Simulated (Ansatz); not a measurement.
CH3AlFO, SMILES C[O][Al][F], a rigid scan of one bond length

Computed with Ansatz 0.2.0 through its Python package.

Notebook, run cell by cell (the value of a cell's last expression is shown):

```python
import ansatz as az
from ase import Atoms
import matplotlib.pyplot as plt
import numpy as np
```

```python
atoms = Atoms(["C", "O", "Al", "F", "H", "H", "H"], positions=[
    (0.2153, 0.8491, 0.1109),
    (-0.8849, 0.0299, 0.4599),
    (-0.3085, -1.719, 0.4433),
    (-0.3069, -2.6943, -1.0506),
    (1.0061, 0.8334, 0.813),
    (0.5282, 0.6951, -0.9329),
    (-0.188, 1.9378, 0.1107),
])
geometry = az.Crystal.molecule_from_ase(atoms)
```

```python
symbols = [site.symbol for site in geometry.cartesian_sites]
start = np.array([site.position_ang for site in geometry.cartesian_sites])
axis = (start[3] - start[2]) / np.linalg.norm(start[3] - start[2])
moving = [3]
lengths, energies = [1.57, 1.641, 1.713, 1.784, 1.855, 1.927, 1.998, 2.105], []
for length in lengths:
    xyz = start.copy()
    xyz[moving] += (length - np.linalg.norm(start[3] - start[2])) * axis
    point = az.Crystal.molecule()
    for symbol, place in zip(symbols, xyz):
        point = point.atom(symbol, place.tolist())
    model = (
        point.calculation()
        .basis(gaussian="cc-pVDZ")
        .functional("cam_b3lyp")
        .spin("collinear", total=1)  # two spin channels
    )
    r = model.run(threads=1).report
    energies.append(r["free_energy_ev"])
    print(f"r = {length:6.3f} A  E = {energies[-1]:.5f} eV  <S^2> = {abs(r['mean_field']['state']['spin_squared']):.3f}")
```

    r =  1.570 A  E = -12445.92483 eV  <S^2> = 0.752
    r =  1.641 A  E = -12446.13066 eV  <S^2> = 0.753
    r =  1.713 A  E = -12446.15835 eV  <S^2> = 0.753
    r =  1.784 A  E = -12446.06026 eV  <S^2> = 0.753
    r =  1.855 A  E = -12445.87667 eV  <S^2> = 0.753
    r =  1.927 A  E = -12445.63262 eV  <S^2> = 0.754
    r =  1.998 A  E = -12445.35644 eV  <S^2> = 0.754
    r =  2.105 A  E = -12444.90752 eV  <S^2> = 0.756

```python
# quartic fit about the minimum
fit = np.polynomial.Polynomial.fit(lengths, np.array(energies) - min(energies), 4).convert()
roots = [r.real for r in fit.deriv().roots() if abs(r.imag) < 1e-9 and fit.deriv(2)(r.real) > 0]
r_e = min(roots, key=lambda r: abs(r - lengths[int(np.argmin(energies))]))
print(f"minimum of the fit at {r_e:.4f} A, force constant {fit.deriv(2)(r_e):.2f} eV/A^2")
plt.figure(figsize=(4.5, 3))
plt.plot(lengths, np.array(energies) - min(energies), "o-")
plt.xlabel("bond length (A)")
plt.ylabel("E - E(min) (eV)")
plt.tight_layout()
plt.savefig("scan.png", dpi=100)
```

    minimum of the fit at 1.6902 A, force constant 27.71 eV/A^2

These settings explore the input space; basis and method may be short of convergence. The rest of the molecule is held rigid at a force-field or estimated start geometry, and the basis set is modest; single-reference methods fail as a bond breaks. The species is open-shell (spin multiplicity 2). Hardware and time: 31 s on 1 thread of Arm Neoverse V2, with other jobs on the host, peak memory 0.3 GiB.
